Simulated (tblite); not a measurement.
# C8H16BF: the cost of one run

Programs: tblite 0.8.0 and PySCF 2.14.0, with density-fitted response routines of our own. Each step states its level of theory. These are calculated values for one molecule in the gas phase, unless marked as measured. Atoms are numbered from 0 throughout.

## (1) The molecule as given

26 atoms, charge 0, multiplicity 1; geometry from: force field or distance geometry start.

Bonds of the start (Å): C0–C1 1.53, C1–C2 1.55, C2–C3 1.52, C3–C4 1.50, C3–C5 1.35, C5–C6 1.52, C6–C7 1.53, C6–B8 1.61, B8–F9 1.45, C0–H10 1.11, C0–H11 1.12, C0–H12 1.11, C1–H13 1.11, C1–H14 1.10, C2–H15 1.11, C2–H16 1.10, C4–H17 1.12, C4–H18 1.11, C4–H19 1.11, C5–H20 1.09, C6–H21 1.11, C7–H22 1.12, C7–H23 1.11, C7–H24 1.11, B8–H25 1.17.

## (2) Relaxing the molecule with GFN2-xTB

What the job is given:

```
{"job": {"kind": "relax", "xc": "GFN2-xTB", "basis": "xTB"}, "charge": 0, "multiplicity": 1}
C     -2.867100    -0.445600     1.545000
C     -2.026900    -0.011500     0.345900
C     -0.882200    -1.022100     0.100700
C     -0.028500    -0.558200    -1.071800
C     -0.393800    -1.016400    -2.447400
C      1.034100     0.253500    -0.914100
C      1.548300     0.776500     0.412800
C      2.274400     2.115500     0.229300
B      2.548100    -0.299200     1.065300
F      2.246500    -0.869400     2.362400
H     -3.334500    -1.439800     1.355400
H     -3.692900     0.293200     1.705700
H     -2.261000    -0.489700     2.476700
H     -1.598300     0.991700     0.555900
H     -2.673000     0.061900    -0.543600
H     -1.338000    -2.009200    -0.125600
H     -0.281100    -1.162600     1.016900
H      0.438500    -1.613800    -2.888300
H     -1.309000    -1.639400    -2.445700
H     -0.578200    -0.127800    -3.091900
H      1.601300     0.534200    -1.796100
H      0.705600     0.954500     1.119200
H      2.619200     2.515500     1.217200
H      3.140600     1.993500    -0.448400
H      1.573300     2.858500    -0.216500
H      3.513400    -0.621100     0.494400
```

The run is started by

```bash
$ OMP_NUM_THREADS=1 python probes_run.py task.json out
```

The driver reads the jobs from task.json and runs them one after another.

**Question.** How long does this first job take on 1 thread of Arm Neoverse N1, shared host, and how much memory does it need?

About 2.5 s, with a peak of 0.18 GiB.
